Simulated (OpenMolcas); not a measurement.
**A workflow on Si5H12 (SMILES [SiH3][Si]([SiH3])([SiH3])[SiH3])**

Wanted: a single-point energy (HF/ANO-RCC-MB), then the energy (CASSCF(2,2)/ANO-RCC-VDZP), then the energy along one coordinate (CASPT2(2,2)/ANO-RCC-VDZP), then the energy along one coordinate (SC-NEVPT2(2,2)/ANO-RCC-VDZP), then the energy along one coordinate (MC-PDFT[tPBE](2,2)/ANO-RCC-VDZP) of Si5H12. 

The calculation is run with OpenMolcas 26.06.

### Step 1. The structure to begin with

Si5H12: 17 atoms, total charge 0, spin state singlet. As SMILES, `[SiH3][Si]([SiH3])([SiH3])[SiH3]`. The shape is that of a PBE0-D4/def2-TZVP optimisation.

Bond lengths: Si1–Si2 2.336 Å, Si2–Si3 2.336 Å, Si2–Si4 2.336 Å, Si2–Si5 2.336 Å, Si1–H6 1.488 Å, Si1–H7 1.488 Å, Si1–H8 1.488 Å, Si3–H9 1.488 Å, Si3–H10 1.488 Å, Si3–H11 1.488 Å, Si4–H12 1.488 Å, Si4–H13 1.488 Å, Si4–H14 1.488 Å, Si5–H15 1.488 Å, Si5–H16 1.488 Å, Si5–H17 1.488 Å. Some angles: Si1–Si2–Si3 109.4°, Si1–Si2–Si4 109.5°, Si1–Si2–Si5 109.5°, Si3–Si2–Si4 109.5°, Si3–Si2–Si5 109.4°, Si4–Si2–Si5 109.6°, Si2–Si1–H6 110.2°, Si2–Si1–H7 110.2°, Si2–Si1–H8 110.3°, Si2–Si3–H9 110.2°.

### Step 2. The energy at HF/ANO-RCC-MB (DKH2) (run 1)

Contents of struct.xyz:

```xyz
17

Si    -0.373100     1.166600    -1.986100
Si    -0.001900    -0.001100     0.002500
Si     2.215500     0.293800     0.674300
Si    -0.416100    -2.274200    -0.339800
Si    -1.431100     0.812800     1.661200
H     -0.119200     2.618800    -1.784800
H      0.535400     0.667300    -3.053500
H     -1.780200     0.986300    -2.434900
H      2.471100    -0.440400     1.942900
H      2.498300     1.738000     0.893800
H      3.142700    -0.220400    -0.369500
H     -0.165900    -3.037900     0.912300
H      0.474100    -2.804800    -1.407600
H     -1.830700    -2.482700    -0.751100
H     -2.850200     0.623200     1.256500
H     -1.199600     0.090200     2.941100
H     -1.188300     2.264000     1.882700
```

Contents of step1.input:

```
&GATEWAY
Coord
struct.xyz
Basis
ANO-RCC-MB
Group
NoSym
&SEWARD
&SCF
PrOrbitals
0
&LOCALISATION
Occupied
Freeze
Pipek-Mezey
&LOCALISATION
FileOrb
$Project.LocOrb
Virtual
Pipek-Mezey
```

The run is started by

```sh
export MOLCAS_MEM=1860
pymolcas step1.input > step1.log
```

Log:

```text
--- Start Module: gateway ---
[...]
--- Stop Module: gateway /rc=_RC_ALL_IS_WELL_ ---
[...]
      Basis functions           57
[...]
       Convergence after   8 Iterations
[...]
::    Total SCF energy                              -1454.3412628510
[...]
      Total spin, S                                     0.0000000000
[...]
      Total electronic charge=   82.000000
      Total            charge=   -0.000000
[...]
      Dipole Moment (debye):
      Origin of the operator (angstrom)=   -0.0013   -0.0004    0.0024
                   X= -7.3327E-04               Y= -1.8897E-03               Z=  2.7204E-04           Total=  2.0452E-03
      Quadrupole Moment (debye*angstrom):
[...]
--- Start Module: localisation ---
[...]
--- Stop Module: localisation /rc=_RC_ALL_IS_WELL_ ---
--- Start Module: localisation ---
[...]
--- Stop Module: localisation /rc=_RC_ALL_IS_WELL_ ---
[...]
```

Run time: 6 s. Hardware: 1 thread of Intel Xeon 6975P-C (Granite Rapids), shared host; peak memory 0.41 GiB.

### Step 3. A single-point energy at CASSCF(2,2)/ANO-RCC-VDZP (DKH2, RICD fitting) (run 2)

struct.xyz is that of step 2.

Contents of step2.input:

```
* H12Si5 CASSCF
&GATEWAY
Coord = struct.xyz
Basis = ANO-RCC-MB
Group = NoSym
&SEWARD
&RASSCF
FileOrb = $CurrDir/step1.LocOrb
Alter = 2
1 29 41
1 42 55
Spin = 1
Nactel = 2 0 0
Inactive = 40
Ras2 = 2
OrbListing = Nothing
>>> COPY $Project.RunFile RUNFIL1
>>> COPY $Project.RasOrb INPORB
&GATEWAY
Coord = struct.xyz
Basis = ANO-RCC-VDZP
Group = NoSym
RICD
&SEWARD
>>> COPY $Project.RunFile RUNFIL2
&EXPBAS
&RASSCF
FileOrb = $Project.ExpOrb
Spin = 1
Nactel = 2 0 0
Inactive = 40
Ras2 = 2
OrbListing = Nothing
OrbAppear = Compact
```

The run is started by

```sh
export MOLCAS_MEM=1860
pymolcas step2.input > step2.log
```

Log:

```text
--- Start Module: gateway ---
[...]
      Basis functions           57
[...]
      Number of active orbitals                  2
[...]
      Spin quantum number                      0.0
[...]
      Active orbitals                            2
[...]
      Number of CSFs                             3
[...]
      Number of root(s) required                 1
[...]
      Convergence after  9 iterations
[...]
      printout of CI-coefficients larger than  0.05 for root  1
      energy=   -1454.355309
      conf/sym  11     Coeff  Weight
             1  20   0.99369 0.98742
             3  02  -0.11216 0.01258
      Natural orbitals and occupation numbers for root  1
      sym 1:   1.974839   0.025161
      ************************************************************************************************************************
      *                                                    Final results                                                     *
[...]
::    RASSCF root number  1 Total energy:  -1454.35530854
[...]
      Basis functions          150
[...]
      Convergence after 13 iterations
[...]
      Natural orbitals and occupation numbers for root  1
      sym 1:   1.981093   0.018907
      ************************************************************************************************************************
      *                                                    Final results                                                     *
[...]
::    RASSCF root number  1 Total energy:  -1454.73000383
[...]
      Total electronic charge=   82.000000
      Total            charge=   -0.000000
[...]
      Dipole Moment (debye):
      Origin of the operator (angstrom)=   -0.0013   -0.0004    0.0024
                   X=  5.8292E-03               Y=  7.5840E-02               Z= -1.2823E-02           Total=  7.7137E-02
      Quadrupole Moment (debye*angstrom):
[...]
```

Run time: 24 s. Hardware: 1 thread of Intel Xeon 6975P-C (Granite Rapids), shared host; peak memory 0.41 GiB.

### Step 4. The energy along one coordinate at CASPT2(2,2)/ANO-RCC-VDZP (DKH2, RICD fitting, ipea shift 0.25 Eh, pt2 variant SS) (run 3)

Contents of step3.inp:

```
>>> EXPORT MOLCAS_PRINT=2
>>> COPY $CurrDir/step2.RasOrb $Project.RasOrb
>>> ForEach K in (1, 2, 3, 4, 5, 6, 7, 8, 9)

&GATEWAY
 Coord = $CurrDir/point$K.xyz
 Basis = ANO-RCC-VDZP
 Group = NoSym
 RICD

&SEWARD

&RASSCF
 FileOrb = $Project.RasOrb
 Spin = 1
 Nactel = 2 0 0
 Inactive = 40
 Ras2 = 2
 OrbListing = Nothing
 OrbAppear = Compact

&CASPT2
 Imaginary = 0.2
 Frozen = 25
>>> EndDo
```

The run is started by

```sh
export MOLCAS_MEM=1860
pymolcas step3.inp > step3.log
```

Log:

```text
[...]
      Basis functions          150
[...]
      Number of active orbitals                  2
[...]
      Spin quantum number                      0.0
[...]
      Active orbitals                            2
[...]
      Number of CSFs                             3
[...]
      Number of root(s) required                 1
[...]
      Convergence after 13 iterations
[...]
      printout of CI-coefficients larger than  0.05 for root  1
      energy=   -1454.718804
      conf/sym  11     Coeff  Weight
             1  20   0.99673 0.99347
             3  02  -0.08078 0.00653
      Natural orbitals and occupation numbers for root  1
      sym 1:   1.986949   0.013051
      ************************************************************************************************************************
      *                                                    Final results                                                     *
[...]
::    RASSCF root number  1 Total energy:  -1454.71880390
[...]
::    CASPT2 Root  1     Total energy:  -1455.22385211
[...]
      Convergence after 11 iterations
[...]
      Natural orbitals and occupation numbers for root  1
      sym 1:   1.981088   0.018912
      ************************************************************************************************************************
      *                                                    Final results                                                     *
[...]
      Convergence after 10 iterations
[...]
      Convergence after 11 iterations
[...]
      Convergence after 10 iterations
[...]
::    RASSCF root number  1 Total energy:  -1454.60130990
[...]
::    CASPT2 Root  1     Total energy:  -1455.09799481
[...]
      Convergence after  9 iterations
[...]
::    RASSCF root number  1 Total energy:  -1454.59709438
[...]
      Reference weight:           0.80191
[...]
::    CASPT2 Root  1     Total energy:  -1455.09312778
[...]
```

Run time: 2.9 min. Hardware: 1 thread of Intel Xeon 6975P-C (Granite Rapids), shared host; peak memory 0.2 GiB.

The scan, from its lowest point:

```
H6–Si1 (Å)  energy (kJ/mol)
     1.339             26.5
     1.488              0.0
     1.637             13.6
     1.860             67.6
     2.157            154.3
     2.529            246.9
     2.976            317.3
     3.571            356.9
     4.464            369.7
```

### Step 5. An energy scan at SC-NEVPT2(2,2)/ANO-RCC-VDZP (DKH2, RICD fitting, pt2 variant SC-NEVPT2) (run 4)

Contents of step4.input:

```
>>> COPY $CurrDir/step2.RasOrb $Project.RasOrb
>>> ForEach K in (1, 2, 3, 4, 5, 6, 7, 8, 9)
&GATEWAY
Coord = $CurrDir/point$K.xyz
Basis = ANO-RCC-VDZP
Group = NoSym
RICD
&SEWARD
&RASSCF
FileOrb = $Project.RasOrb
Spin = 1
Nactel = 2 0 0
Inactive = 40
Ras2 = 2
OrbListing = Nothing
OrbAppear = Compact
&CASPT2
SC-NEVPT2
Frozen = 25
>>> EndDo
```

The run is started by

```sh
export MOLCAS_MEM=1860
pymolcas step4.input > step4.log
```

Log:

```text
--- Start Module: gateway ---
[...]
      Basis functions          150
[...]
      Number of active orbitals                  2
[...]
      Spin quantum number                      0.0
[...]
      Active orbitals                            2
[...]
      Number of CSFs                             3
[...]
      Number of root(s) required                 1
[...]
      Convergence after 13 iterations
[...]
      printout of CI-coefficients larger than  0.05 for root  1
      energy=   -1454.718804
      conf/sym  11     Coeff  Weight
             1  20   0.99673 0.99347
             3  02  -0.08078 0.00653
      Natural orbitals and occupation numbers for root  1
      sym 1:   1.986949   0.013051
      ************************************************************************************************************************
      *                                                    Final results                                                     *
[...]
::    RASSCF root number  1 Total energy:  -1454.71880390
[...]
::    SC-NEVPT2 Root  1     Total energy:  -1455.21863434
[...]
      Convergence after 11 iterations
[...]
      Natural orbitals and occupation numbers for root  1
      sym 1:   1.981088   0.018912
      ************************************************************************************************************************
      *                                                    Final results                                                     *
[...]
      Convergence after 10 iterations
[...]
      Convergence after 11 iterations
[...]
      Convergence after 10 iterations
[...]
::    RASSCF root number  1 Total energy:  -1454.60130990
[...]
::    SC-NEVPT2 Root  1     Total energy:  -1455.09645995
[...]
      Convergence after  9 iterations
[...]
::    RASSCF root number  1 Total energy:  -1454.59709438
[...]
::    SC-NEVPT2 Root  1     Total energy:  -1455.09192914
[...]
```

Run time: 2.7 min. Hardware: 1 thread of Intel Xeon 6975P-C (Granite Rapids), shared host; peak memory 0.2 GiB.

The scan, from its lowest point:

```
H6–Si1 (Å)  energy (kJ/mol)
     1.339             28.3
     1.488              0.0
     1.637             12.3
     1.860             64.7
     2.157            150.1
     2.529            241.5
     2.976            310.9
     3.571            349.0
     4.464            360.9
```

### Step 6. An energy scan at MC-PDFT[tPBE](2,2)/ANO-RCC-VDZP (DKH2, RICD fitting) (run 5)

Contents of step5.input:

```
* H12Si5 MC-PDFT
>>> EXPORT MOLCAS_PRINT=2
>>> COPY $CurrDir/step2.RasOrb $Project.RasOrb
>>> ForEach K in (1, 2, 3, 4, 5, 6, 7, 8, 9)

&GATEWAY
 COORD
 $CurrDir/point$K.xyz
 BASIS
 ANO-RCC-VDZP
 GROUP
 NoSym
 RICD

&SEWARD

&RASSCF
 FILEORB
 $Project.RasOrb
 SPIN
 1
 NACTEL
 2 0 0
 INACTIVE
 40
 RAS2
 2
 ORBLISTING
 Nothing
 ORBAPPEAR
 Compact

&MCPDFT
 KSDFT
 T:PBE
>>> EndDo
```

The run is started by

```sh
export MOLCAS_MEM=1860
pymolcas step5.input > step5.log
```

Log:

```text
--- Start Module: gateway ---
[...]
      Basis functions          150
[...]
      Number of active orbitals                  2
[...]
      Spin quantum number                      0.0
[...]
      Active orbitals                            2
[...]
      Number of CSFs                             3
[...]
      Number of root(s) required                 1
[...]
      Convergence after 13 iterations
[...]
      printout of CI-coefficients larger than  0.05 for root  1
      energy=   -1454.718804
      conf/sym  11     Coeff  Weight
             1  20   0.99673 0.99347
             3  02  -0.08078 0.00653
      Natural orbitals and occupation numbers for root  1
      sym 1:   1.986949   0.013051
      ************************************************************************************************************************
      *                                                    Final results                                                     *
[...]
::    RASSCF root number  1 Total energy:  -1454.71880390
[...]
::    MCPDFT root number  1 Total energy:  -1456.92517670
[...]
      Convergence after 11 iterations
[...]
      Natural orbitals and occupation numbers for root  1
      sym 1:   1.981088   0.018912
      ************************************************************************************************************************
      *                                                    Final results                                                     *
[...]
      Convergence after 10 iterations
[...]
      Convergence after 11 iterations
[...]
      Convergence after 10 iterations
[...]
::    RASSCF root number  1 Total energy:  -1454.60130990
[...]
::    MCPDFT root number  1 Total energy:  -1456.79484867
[...]
      Convergence after  9 iterations
[...]
::    RASSCF root number  1 Total energy:  -1454.59709438
[...]
::    MCPDFT root number  1 Total energy:  -1456.79069315
[...]
```

Wall time 3 min (1 thread of Intel Xeon 6975P-C (Granite Rapids), shared host); peak memory 0.12 GiB.

The scan, from its lowest point:

```
H6–Si1 (Å)  energy (kJ/mol)
     1.339             27.9
     1.488              0.0
     1.637             12.2
     1.860             64.4
     2.157            151.2
     2.529            247.8
     2.976            325.8
     3.571            370.0
     4.464            381.0
```

### Step 7. What came out

```
                                                         quantity           value
                               run 1, HF/ANO-RCC-MB: total energy  -1454.34126 Eh
                              run 1, HF/ANO-RCC-MB: dipole moment          0.00 D
                                run 1, HF/ANO-RCC-MB: HOMO energy       -11.50 eV
                                run 1, HF/ANO-RCC-MB: LUMO energy         3.78 eV
                              run 1, HF/ANO-RCC-MB: HOMO–LUMO gap        15.28 eV
                    run 2, CASSCF(2,2)/ANO-RCC-VDZP: total energy  -1454.73000 Eh
  run 2, CASSCF(2,2)/ANO-RCC-VDZP: dipole moment (CASSCF density)          0.08 D
       run 3, CASPT2(2,2)/ANO-RCC-VDZP: lowest energy of the scan  -1455.23394 Eh
    run 4, SC-NEVPT2(2,2)/ANO-RCC-VDZP: lowest energy of the scan  -1455.22940 Eh
run 5, MC-PDFT[tPBE](2,2)/ANO-RCC-VDZP: lowest energy of the scan  -1456.93579 Eh
```
